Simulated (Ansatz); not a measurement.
# C3H2F4: a ladder of functionals and wavefunction methods

Aim: compute C3H2F4 with functionals from several rungs and with coupled cluster, and see how far each lands from CCSD(T) at the basis-set limit for the atomisation energy.

Method: functionals in def2-TZVPP, the program's frozen cores in correlated methods; program: Ansatz 0.2.0, Gaussian basis.

The runs, in order: LDA (SPW92), PBE-D4, revPBE-D4, BLYP-D4, r2SCAN-D4, B97M-V, PBE0-D4, B3LYP-D4, r2SCANh-D4, r2SCAN0-D4, HSE06-D4, BHLYP-D4, CAM-B3LYP-D4, LC-ωPBE, ωB97X-V, ωB97M-V, B2PLYP, PBE-QIDH; CCSD(T)/def2-SVP; CCSD(T)/def2-TZVPP; MP2/def2-QZVPP; extrapolation to the limit; RPA on PBE.

### Step 1. The relaxed structure

The geometry comes from an earlier relaxation with PBE0-D4 in a triple-zeta def2 set; it is a stationary point, not always the lowest conformer.

SMILES `F/C=C(\F)C(F)F`, 9 atoms, charge 0, spin multiplicity 1.

Atoms are counted from 1 here; the program's logs count them from 0.

Bond lengths: F1–C2 1.325 Å, C2–C3 1.322 Å, C2–H8 1.081 Å, C3–F4 1.331 Å, C3–C5 1.492 Å, C5–F6 1.351 Å, C5–F7 1.355 Å, C5–H9 1.096 Å. Angles: F1–C2–C3 121.8°, F1–C2–H8 115.3°, C3–C2–H8 122.9°, C2–C3–F4 122.3°, C2–C3–C5 124.7°, F4–C3–C5 113.0°, C3–C5–F6 110.3°, C3–C5–F7 110.1°, C3–C5–H9 112.0°, F6–C5–F7 108.0°, F6–C5–H9 108.9°, F7–C5–H9 107.6°.

### Step 2. LDA

This LDA is Slater exchange with PW92 correlation.

in.yaml reads:

```yaml
crystal:
  periodic: [false, false, false]
  atoms:
    - {symbol: F, position_ang: [-1.079814, -0.292420, -2.309812]}
    - {symbol: C, position_ang: [-0.569980, 0.258535, -1.218095]}
    - {symbol: C, position_ang: [-0.066190, -0.473492, -0.239426]}
    - {symbol: F, position_ang: [-0.032890, -1.802817, -0.290669]}
    - {symbol: C, position_ang: [0.533033, 0.077388, 1.011232]}
    - {symbol: F, position_ang: [0.561896, 1.427280, 0.960981]}
    - {symbol: F, position_ang: [-0.212632, -0.285478, 2.083260]}
    - {symbol: H, position_ang: [-0.595726, 1.338372, -1.190177]}
    - {symbol: H, position_ang: [1.550902, -0.293665, 1.175708]}
basis:
  gaussian: {orbitals: def2-TZVPP}
hamiltonian: {xc: lda}
output: {orbitals: {seedname: orbitals}}
```

On the command line:

```
ansatz run in.yaml --threads 4 --pin off --events-out ev --progress --plain --max-ram 10444MiB
```

The runs that follow: PBE-D4 (GGA); revPBE-D4 (GGA); BLYP-D4 (GGA); r2SCAN-D4 (meta-GGA); B97M-V (meta-GGA); B3LYP-D4 (hybrid); r2SCANh-D4 (hybrid); r2SCAN0-D4 (hybrid); HSE06-D4 (hybrid); BHLYP-D4 (hybrid); CAM-B3LYP-D4 (range-separated); LC-ωPBE (range-separated); ωB97X-V (range-separated); ωB97M-V (range-separated); B2PLYP (double hybrid); PBE-QIDH (double hybrid); CCSD(T) in def2-SVP; CCSD(T) in def2-TZVPP; MP2 in def2-QZVPP; RPA on PBE orbitals.

Before running them: what should the planned runs give, taken together? Wanted: atomisation energy, CCSD(T)/CBS; farthest beyond LDA; mean size of error, GGA; mean size of error, meta-GGA; mean size of error, hybrid; mean size of error, range-separated; mean size of error, double hybrid; gap, smallest and largest; T1 diagnostic.

As calculated:

| quantity | value |
| --- | --- |
| atomisation energy, CCSD(T)/CBS | 3729.8 kJ/mol |
| functionals within 18.6 kJ/mol (0.5 %) | B97M-V, B3LYP-D4, r2SCANh-D4, PBE-QIDH |
| farthest beyond LDA | BHLYP-D4 (-206.0 kJ/mol) |
| mean size of error, GGA | 99.8 kJ/mol |
| mean size of error, meta-GGA | 26.1 kJ/mol |
| mean size of error, hybrid | 67.4 kJ/mol |
| mean size of error, range-separated | 32.2 kJ/mol |
| mean size of error, double hybrid | 21.0 kJ/mol |
| gap, smallest and largest | 5.28 eV (LDA (SPW92)), 12.81 eV (LC-ωPBE) |
| T1 diagnostic | 0.0125 |
| triples share of the correlation energy | 3.4 % |

LDA overbinds by 807.7 kJ/mol (22 %). PBE-D4 is off by +202.9 kJ/mol. Double hybrids carry the basis error of their MP2 part in triple zeta, and no dispersion term here, so their miss is partly the set-up's. Taken by rung, double hybrid functionals do best (21.0 kJ/mol on average) and GGA ones worst beyond LDA (99.8 kJ/mol). The gap between the best rungs is small, so their order is not settled. The reference freezes the cores and leaves out relativity and excitations past (T), so misses under about 18.6 kJ/mol can't be ranked. Hartree-Fock recovers 69 % of the binding; the rest is correlation. CCSD(T) in def2-SVP is off by -176.5 kJ/mol, so the small basis spoils what the method gains. The gap grows from 5.3 to 12.8 eV across the functionals, mostly with the share of exact exchange.
